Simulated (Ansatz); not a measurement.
# C2H7NSi: small, medium and large basis sets

How large a basis does C2H7NSi need? Two functionals are run in growing sets.

Computed with Ansatz 0.2.0, Gaussian basis. Level: one geometry, several basis sets.

Plan: PBE0-D4/def2-SVP; ωB97M-V/def2-SVP; PBE0-D4/def2-QZVPP; ωB97M-V/def2-QZVPP; the functionals' def2-TZVPP values are taken from earlier runs.

### 1 The relaxed structure

An earlier PBE0-D4 in a triple-zeta def2 set relaxation fixed the geometry.

SMILES `C=NC[SiH3]`, 11 atoms, charge 0, spin multiplicity 1.

Atoms are counted from 1 here; the program's logs count them from 0.

Bond lengths: C1–N2 1.259 Å, C1–H5 1.089 Å, C1–H6 1.099 Å, N2–C3 1.436 Å, C3–Si4 1.892 Å, C3–H7 1.095 Å, C3–H8 1.102 Å, Si4–H9 1.487 Å, Si4–H10 1.484 Å, Si4–H11 1.488 Å. Angles: N2–C1–H5 119.2°, N2–C1–H6 123.2°, H5–C1–H6 117.5°, C1–N2–C3 118.6°, N2–C3–Si4 109.6°, N2–C3–H7 109.0°, N2–C3–H8 113.6°, Si4–C3–H7 106.9°, Si4–C3–H8 109.5°, H7–C3–H8 108.0°, C3–Si4–H9 109.5°, C3–Si4–H10 110.5°, C3–Si4–H11 108.9°, H9–Si4–H10 109.4°, H9–Si4–H11 109.1°, H10–Si4–H11 109.4°.

### 2 PBE0-D4 in def2-SVP

in.yaml

```yaml
crystal:
  periodic: [false, false, false]
  atoms:
    - {symbol: C, position_ang: [-0.639351, 1.869334, 0.363863]}
    - {symbol: N, position_ang: [-0.998594, 0.713074, 0.017997]}
    - {symbol: C, position_ang: [-0.299048, -0.417007, 0.562558]}
    - {symbol: Si, position_ang: [0.706291, -1.257428, -0.802717]}
    - {symbol: H, position_ang: [-1.145865, 2.733452, -0.063221]}
    - {symbol: H, position_ang: [0.166886, 2.058964, 1.086583]}
    - {symbol: H, position_ang: [-1.029882, -1.151367, 0.917890]}
    - {symbol: H, position_ang: [0.365225, -0.161731, 1.404491]}
    - {symbol: H, position_ang: [1.729596, -0.311269, -1.319907]}
    - {symbol: H, position_ang: [-0.179773, -1.683047, -1.914536]}
    - {symbol: H, position_ang: [1.389914, -2.450075, -0.232401]}
basis:
  gaussian: {orbitals: def2-SVP}
hamiltonian: {xc: pbe0, dispersion: d4}
output: {orbitals: {seedname: orbitals}}
```

The run is started by

```bash
$ ansatz run in.yaml --threads 2 --pin off --events-out ev --progress --plain --max-ram 4352MiB
```

Further steps of the session: ωB97M-V in def2-SVP; PBE0-D4 in def2-QZVPP; ωB97M-V in def2-QZVPP.

Q: Predict the results of all the runs planned. Wanted: PBE0-D4: double and triple zeta above quadruple; ωB97M-V: double and triple zeta above quadruple.

The runs gave:

```
                                       quantity          value
PBE0-D4: double and triple zeta above quadruple  7.33, 0.48 eV
ωB97M-V: double and triple zeta above quadruple  7.55, 0.45 eV
```

PBE0-D4 gains 6.85 eV from double to triple zeta, then 0.48 eV more. These are total energies; as a rule much of such shifts cancels in differences, which this series doesn't test. The LUMO of ωB97M-V is positive and keeps falling with the basis (2.04 to 1.47 eV): an unbound level that the basis holds in place.
